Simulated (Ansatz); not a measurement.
# C2H7FO2Si: a ladder of functionals and wavefunction methods

An exercise on one series of results from a longer session: the logs are not shown, and one member is left open.

Program: Ansatz 0.2.0, Gaussian basis. Level of theory: functionals in def2-TZVPP, the program's frozen cores in correlated methods. These are calculated values, not measurements.

Plan: PBE-D4, r2SCAN-D4, PBE0-D4, B3LYP-D4, ωB97X-V, ωB97M-V, B2PLYP; CCSD(T)/def2-TZVPP; MP2/def2-QZVPP; extrapolation to the limit.

## Structure used throughout

All runs share one geometry, relaxed beforehand with PBE0-D4 in a triple-zeta def2 set.

SMILES `CO[SiH](F)OC`, 13 atoms, charge 0, spin multiplicity 1.

Atoms are counted from 1 here; the program's logs count them from 0.

Bond lengths: C1–O2 1.411 Å, C1–H7 1.093 Å, C1–H8 1.091 Å, C1–H9 1.095 Å, O2–Si3 1.614 Å, Si3–F4 1.587 Å, Si3–O5 1.623 Å, Si3–H10 1.478 Å, O5–C6 1.411 Å, C6–H11 1.093 Å, C6–H12 1.091 Å, C6–H13 1.096 Å. Angles: O2–C1–H7 111.2°, O2–C1–H8 108.0°, O2–C1–H9 111.1°, H7–C1–H8 109.0°, H7–C1–H9 109.0°, H8–C1–H9 108.5°, C1–O2–Si3 126.3°, O2–Si3–F4 106.4°, O2–Si3–O5 108.6°, O2–Si3–H10 113.7°, F4–Si3–O5 111.2°, F4–Si3–H10 106.6°, O5–Si3–H10 110.3°, Si3–O5–C6 125.3°, O5–C6–H11 110.7°, O5–C6–H12 108.3°, O5–C6–H13 111.8°, H11–C6–H12 108.8° and more.

Geometry (Å):

```xyz
13
C2H7FO2Si
C    -0.8381    1.6927    1.3923
O    -1.0335    1.4204    0.0216
Si   -0.1556    0.4159   -0.8867
F    -0.9886    0.1710   -2.2151
O     0.0634   -0.9673   -0.0671
C     0.8847   -2.0383   -0.4788
H    -0.7801    0.7693    1.9749
H    -1.6873    2.2801    1.7431
H     0.0764    2.2728    1.5532
H     1.1474    0.9759   -1.3025
H     0.3632   -2.6681   -1.2047
H     1.1284   -2.6403    0.3976
H     1.8195   -1.6841   -0.9277
```

The first run:

in.yaml

```yaml
crystal:
  periodic: [false, false, false]
  atoms:
    - {symbol: C, position_ang: [-0.838057, 1.692710, 1.392320]}
    - {symbol: O, position_ang: [-1.033491, 1.420374, 0.021598]}
    - {symbol: Si, position_ang: [-0.155557, 0.415856, -0.886724]}
    - {symbol: F, position_ang: [-0.988573, 0.171030, -2.215129]}
    - {symbol: O, position_ang: [0.063369, -0.967312, -0.067126]}
    - {symbol: C, position_ang: [0.884660, -2.038299, -0.478839]}
    - {symbol: H, position_ang: [-0.780055, 0.769328, 1.974926]}
    - {symbol: H, position_ang: [-1.687270, 2.280132, 1.743140]}
    - {symbol: H, position_ang: [0.076429, 2.272781, 1.553240]}
    - {symbol: H, position_ang: [1.147440, 0.975908, -1.302535]}
    - {symbol: H, position_ang: [0.363182, -2.668145, -1.204700]}
    - {symbol: H, position_ang: [1.128445, -2.640274, 0.397588]}
    - {symbol: H, position_ang: [1.819469, -1.684099, -0.927748]}
basis:
  gaussian: {orbitals: def2-TZVPP}
hamiltonian: {xc: pbe, dispersion: d4}
output: {forces: true, orbitals: {seedname: orbitals}}
```

The run is started by

```
$ ansatz run in.yaml --threads 2 --pin off --events-out ev --progress --plain --max-ram 20480MiB --backend cuda --devices 0, --max-vram 18GiB
```

Steps of the session up to this table: PBE-D4 (GGA); r2SCAN-D4 (meta-GGA); PBE0-D4 (hybrid); B3LYP-D4 (hybrid); ωB97X-V (range-separated); ωB97M-V (range-separated); B2PLYP (double hybrid); CCSD(T) in def2-TZVPP; MP2 in def2-QZVPP.

One of the session's tables, all rows but one given; the rest of the session is left out.

It belongs to the step «Atomisation energies». 

| method | atomisation energy (eV) |
| --- | --- |
| PBE-D4 | 54.167 |
| r2SCAN-D4 | 53.546 |
| PBE0-D4 | 53.165 |
| B3LYP-D4 | ? |
| ωB97X-V | 53.594 |
| ωB97M-V | 53.618 |
| B2PLYP | 52.975 |
| HF/def2-TZVPP | 39.343 |
| MP2/def2-TZVPP | 53.341 |
| CCSD/def2-TZVPP | 51.528 |
| CCSD(T)/def2-TZVPP | 52.233 |
| MP2/CBS | 54.776 |
| CCSD(T)/CBS | 53.668 |

Q: Estimate the row for B3LYP-D4 from the others.

**Answer.** atomisation energy (eV): 53.365. In the column «atomisation energy (eV)» it lies between MP2/def2-TZVPP (53.341) and r2SCAN-D4 (53.546).
